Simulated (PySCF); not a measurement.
**KRb: changing the method**

What do other methods print for KRb?

Method: method and basis as typed in the scripts; program: PySCF 2.14.0.

3 further runs of the same task are left out: 3 that didn't finish.

## (1) The system as given

KRb: 2 atoms, charge 0, spin multiplicity 1.

No contacts short enough for the rule that draws bonds.

## (2) The base run

input.py reads:

```python
from pyscf import gto, scf, mp

mol = gto.M(
    atom='K 0 0 0; Rb 0 0 4.005',
    basis='sto-3g',
    charge=0,
    spin=0,
    verbose=4,
)
mf = scf.RHF(mol)
mf.kernel()
mp.MP2(mf, frozen=14).kernel()
mf.dip_moment()
print('orbital energies (hartree):', mf.mo_energy[..., max(0, mol.nelec[1]-3):mol.nelec[0]+3].round(4))
```

The run is started by

```console
> OMP_NUM_THREADS=1 python input.py
```

## (3) Stability test

Variant 1 changes step after the SCF: mp2 → stability.

Edit input.py of step 2 so:

```diff
@@ -1,2 +1,2 @@
-from pyscf import gto, scf, mp
+from pyscf import gto, scf
 
@@ -11,3 +11,3 @@
 mf.kernel()
-mp.MP2(mf, frozen=14).kernel()
+mf.stability(internal=True, external=True)
 mf.dip_moment()
```

## (4) Wb97m-v (RKS)

Variant 2 changes functional: none (Hartree–Fock) → wb97m-v; SCF type: RHF → RKS; step after the SCF: mp2 → analyze.

input.py reads:

```python
from pyscf import gto, dft

mol = gto.M(
    atom='K 0 0 0; Rb 0 0 4.005',
    basis='sto-3g',
    charge=0,
    spin=0,
    verbose=4,
)
mf = dft.RKS(mol, xc='wb97m-v')
mf.kernel()
mf.analyze()
print('orbital energies (hartree):', mf.mo_energy[..., max(0, mol.nelec[1]-3):mol.nelec[0]+3].round(4))
```

## (5) B3pw91 (RKS)

Variant 3 changes functional: none (Hartree–Fock) → b3pw91; SCF type: RHF → RKS; step after the SCF: mp2 → analyze.

input.py reads:

```python
from pyscf import gto, dft

mol = gto.M(
    atom='K 0 0 0; Rb 0 0 4.005',
    basis='sto-3g',
    charge=0,
    spin=0,
    verbose=4,
)
mf = dft.RKS(mol, xc='b3pw91')
mf.kernel()
mf.analyze()
print('orbital energies (hartree):', mf.mo_energy[..., max(0, mol.nelec[1]-3):mol.nelec[0]+3].round(4))
```

## (6) Geometry optimisation

Variant 4 changes step after the SCF: mp2 → optimize.

input.py reads:

```python
from pyscf import gto, scf
from pyscf.geomopt.geometric_solver import optimize

mol = gto.M(
    atom='K 0 0 0; Rb 0 0 4.005',
    basis='sto-3g',
    charge=0,
    spin=0,
    verbose=4,
)
mf = scf.RHF(mol)
mf.kernel()
mol_eq = optimize(mf, maxsteps=30)
print('optimised geometry (angstrom)')
print(mol_eq.tostring('raw'))
print('orbital energies (hartree):', mf.mo_energy[..., max(0, mol.nelec[1]-3):mol.nelec[0]+3].round(4))
```

## (7) Mn15 (RKS)

Variant 5 changes functional: none (Hartree–Fock) → mn15; SCF type: RHF → RKS; step after the SCF: mp2 → analyze.

input.py reads:

```python
from pyscf import gto, dft

mol = gto.M(
    atom='K 0 0 0; Rb 0 0 4.005',
    basis='sto-3g',
    charge=0,
    spin=0,
    verbose=4,
)
mf = dft.RKS(mol, xc='mn15')
mf.kernel()
mf.analyze()
print('orbital energies (hartree):', mf.mo_energy[..., max(0, mol.nelec[1]-3):mol.nelec[0]+3].round(4))
```

Q: Predict the outcome of this session. Wanted: for each run, E(SCF); from base; gap; SCF dipole; after the SCF.

As calculated:

```
                  run  E(SCF) (hartree)  from base (eV)  cycles  gap (eV)  SCF dipole (D)                           after the SCF
                 base      -3500.713524               0       7      5.84            9.31  MP2 correlation -1.272 eV, core frozen
       stability test      -3500.713524          0.0000       7      5.84            9.31            unstable: RHF/RKS -> UHF/UKS
        wb97m-v (RKS)      -3503.004068  not comparable       7      5.38            8.40                                     n/a
         b3pw91 (RKS)      -3502.830618  not comparable       8      2.30            6.97                                     n/a
geometry optimisation      -3500.713524          0.0000       7      5.84             n/a                 bond 3.508 Å, -0.329 eV
           mn15 (RKS)      -3498.902461  not comparable       8      3.19            7.80                                     n/a
```

SCF columns refer to the geometry typed in the script.

**Reading.** The gap between the frontier levels is 2.3 eV with b3pw91 (20 % exact exchange) and 3.2 eV with mn15 (44 %): exact exchange opens it. Total energies of different functionals can't be compared with each other; differences within one functional can. The dearest run is “wb97m-v (RKS)”, at 39 s against 0.92 s.
